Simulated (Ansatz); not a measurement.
# Si2Sn: from a guess to a relaxed structure

Aim: relax a trial structure of Si2Sn and see where it ends.

Method: DFT PBE, scalar-relativistic, plane waves, PAW, in Ansatz 0.2.0.

## Step 1: The structure to begin with

It takes space group P6_3/mmc (No. 194, hexagonal). The conventional cell has a = 2.981 Å, b = 2.981 Å, c = 15.193 Å, α = 90.00°, β = 90.00°, γ = 120.00°. Si (site symmetry 3m) is surrounded by 9 Si at 2.98 to 3.06 Å and 3 Sn at 3.06 Å. Sn (site symmetry -6m2) is surrounded by 6 Sn at 2.98 Å and 6 Si at 3.06 Å.

Structure file:

```
Si Sn
1.0
     2.98105    0.00000    0.00000
    -1.49052    2.58166    0.00000
     0.00000    0.00000   15.19311
Si Sn
4 2
Direct
  0.33333 0.66667 0.91667
  0.33333 0.66667 0.58333
  0.66667 0.33333 0.08333
  0.66667 0.33333 0.41667
  0.33333 0.66667 0.25000
  0.66667 0.33333 0.75000
```

The start is an ordering of an alloy on its end members' structure types: elements ordered on the sites of the Si type, Si/Sn on Si (P6_3/mmc, No. 194).

## Step 2: The guess as it stands, on a coarse mesh

File input.yaml:

```yaml
crystal:
  lattice:
    - [2.98104963, 0.0, 0.0]
    - [-1.49052482, 2.58166471, 0.0]
    - [0.0, 0.0, 15.19310684]
  atoms:
    - { symbol: Si, position: [0.33333333, 0.66666667, 0.91666667] }
    - { symbol: Si, position: [0.33333333, 0.66666667, 0.58333333] }
    - { symbol: Si, position: [0.66666667, 0.33333333, 0.08333333] }
    - { symbol: Si, position: [0.66666667, 0.33333333, 0.41666667] }
    - { symbol: Sn, position: [0.33333333, 0.66666667, 0.25] }
    - { symbol: Sn, position: [0.66666667, 0.33333333, 0.75] }
basis:
  ecutwfc: 420
kpoints:
  mp_grid: { grid: [6, 6, 1] }
hamiltonian:
  xc: pbe
scf:
  occupations: { method: gaussian, width: 0.1 }
  lower_state_search: "off"
output:
  forces: true
  stress: true
  eigenvalues: true
```

Command:

```bash
ansatz run input.yaml --threads 1 --pin off --max-ram 2560MiB --backend cpu --events-out ev --progress --plain --runs-dir out
```

Further runs follow: a loose first relaxation; final relaxation; relaxation repeated from the relaxed cell.

Before running it: what results should come out? Wanted: conventional cell; volume; energy over the elements, grey Sn; gap on the mesh.

**Answer**, as computed:

| quantity | value |
| --- | --- |
| symmetry at the end (tolerance 0.05 Å) | space group P6_3/mmc (No. 194) |
| conventional cell | a = 3.700 Å, b = 3.700 Å, c = 10.939 Å, α = 90.00°, β = 90.00°, γ = 120.00° |
| volume | 21.62 Å³/atom |
| energy over the elements, grey Sn | +0.27 eV/atom |
| gap on the mesh | none (metal) |

**Reading.** The space group P6_3/mmc (No. 194) is kept, and the volume per atom grows by 10.9 % from the first guess. The formation energy is positive, so the separate elements lie lower. No finished test with a distortion of lower symmetry is shown, so the end may be a saddle point.
